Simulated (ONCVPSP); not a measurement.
**Holmium: generating and testing an ONCV potential**

Do these settings give a usable potential? It is generated, then checked for transferability, scattering, ghosts and hardness.

Method: ONCVPSP 4.0.1.1 (patched build), PBEsol, scalar-relativistic.

**1. The design**

The settings as typed:

```json
{"element": "holmium (Ho, Z = 67)", "type": "optimised norm-conserving Vanderbilt (ONCV)", "frozen core": "[Kr] 4d10", "valence charge": "21", "reference configuration": "4f11 5s2 5p6 6s1 (charge +1)", "partial waves": "5s+6s: rc 1.90 bohr, ncon 4, nbas 8, qcut 6.3 1/bohr, 2 projectors; 5p: rc 1.90 bohr, ncon 4, nbas 8, qcut 6.1 1/bohr, 1 projector; d scattering state at 0.06 Ha: rc 2.00 bohr, ncon 4, nbas 8, qcut 4.4 1/bohr, 2 projectors, debl 2.5 Ha; 4f: rc 1.15 bohr, ncon 4, nbas 8, qcut 13.5 1/bohr, 3 projectors, debl 3.1 Ha", "local potential": "polynomial inside 1.00 bohr (lpopt 5, dvloc0 3 Ha)", "core correction": "Teter function, fcfact 2.25, rcfact 1.3"}
```

The outer shells as boxes (Hund's rule for the drawing; the calculation is spin-unpolarised):

```
[Kr] core
4d [↑↓][↑↓][↑↓][↑↓][↑↓]
4f [↑↓][↑↓][↑↓][↑↓][↑ ][↑ ][↑ ]
5s [↑↓]
5p [↑↓][↑↓][↑↓]
6s [↑ ]
```

An earlier all-electron run gives the scale for the radii.

All-electron outer shells of the reference configuration (PBEsol, scalar-relativistic, ld1.x):

| shell | level (eV) | outermost node (bohr) | outermost maximum (bohr) |
| --- | --- | --- | --- |
| 5s | -57.01 | 0.61 | 1.13 |
| 5p | -32.47 | 0.66 | 1.29 |
| 4f | -9.70 | – | 0.53 |
| 6s | -8.94 | 1.54 | 3.18 |
| 5d | -6.78 | 0.75 | 1.98 |
| 6p | -5.41 | 1.86 | 4.14 |

**2. Generation**

Ho.dat reads:

```
# ATOM AND REFERENCE CONFIGURATION
# atsym  z   nc   nv     iexc    psfile
  Ho 67.00    9    4  -116133      upf
#
#   n    l    f
    1    0    2.00
    2    0    2.00
    2    1    6.00
    3    0    2.00
    3    1    6.00
    3    2   10.00
    4    0    2.00
    4    1    6.00
    4    2   10.00
    4    3   11.00
    5    0    2.00
    5    1    6.00
    6    0    1.00
#
# PSEUDOPOTENTIAL AND OPTIMIZATION
# lmax
    3
#
#   l,   rc,      ep,       ncon, nbas, qcut
    0    1.90    0.00    4    8    6.30
    1    1.90    0.00    4    8    6.10
    2    2.00    0.06    4    8    4.40
    3    1.15    0.00    4    8   13.50
#
# LOCAL POTENTIAL
# lloc, lpopt,  rc(5),   dvloc0
    4    5    1.00    3.00
#
# VANDERBILT-KLEINMAN-BYLANDER PROJECTORs
# l, nproj, debl
    0    2    3.90
    1    1    2.80
    2    2    2.50
    3    3    3.10
#
# MODEL CORE CHARGE
# icmod, fcfact, rcfact
    3    2.25    1.30
#
# LOG DERIVATIVE ANALYSIS
# epsh1, epsh2, depsh
   -4.00    5.00    0.02
#
# OUTPUT GRID
# rlmax, drl
    6.00    0.01
#
# TEST CONFIGURATIONS
# ncnf
    4
# nvcnf
#   n    l    f
    4
    4    3   11.00
    5    0    2.00
    5    1    6.00
    6    0    2.00
#
    4
    4    3   11.00
    5    0    2.00
    5    1    6.00
    6    0    0.00
#
    4
    4    3   10.00
    5    0    2.00
    5    1    6.00
    6    0    0.00
#
    5
    4    3   11.00
    5    0    2.00
    5    1    6.00
    6    0    1.00
    5    2    1.00
#
```

Run with:

```bash
$ oncvpsp.x < Ho.dat > Ho.out
```

Before running it: what results should come out? Wanted: cutoffs for 1 and 0.1 mHa per electron, occupied waves; bound ghosts; GHOST(+) flags; largest test error; largest phase difference near zero energy, channels read; rms error of d²Exc/dn², without and with the model core; projector energies reset by the program.

**Answer**, as computed:

| quantity | value |
| --- | --- |
| cutoffs for 1 and 0.1 mHa per electron, occupied waves | 86 Ha and 170 Ha |
| bound ghosts | s at -58.75 eV |
| GHOST(+) flags | none at low energy |
| largest test error (AE − PS) | +197 meV, for 4f10 5s2 5p6 6s0 (1 test unsolved) |
| largest phase difference near zero energy, channels read | 0.131 rad |
| rms error of d²Exc/dn², without and with the model core | 5.49 and 3.37 mHa |
| projector energies reset by the program | d: 0.050, 2.550 Ha |

It has a bound ghost (s), a state that the atom doesn't have, and that rules the file out. By total energies transferability is poor: the largest error is 197 meV on 37.7 eV, for 4f10 5s2 5p6 6s0. Of the tests 1 gave no usable energy difference, which is a warning in itself. The potential is very hard: the looser tolerance needs 86 Ha. At the looser tolerance the 4f wave is the slowest; 5s needs 14 Ha. Of the channels read, p scatters worst near zero energy, by up to 0.13 rad. The pseudo curves have a pole with no partner nearby in the atom's: s at -2.16 Ha. All of this concerns the isolated atom, not yet a solid.
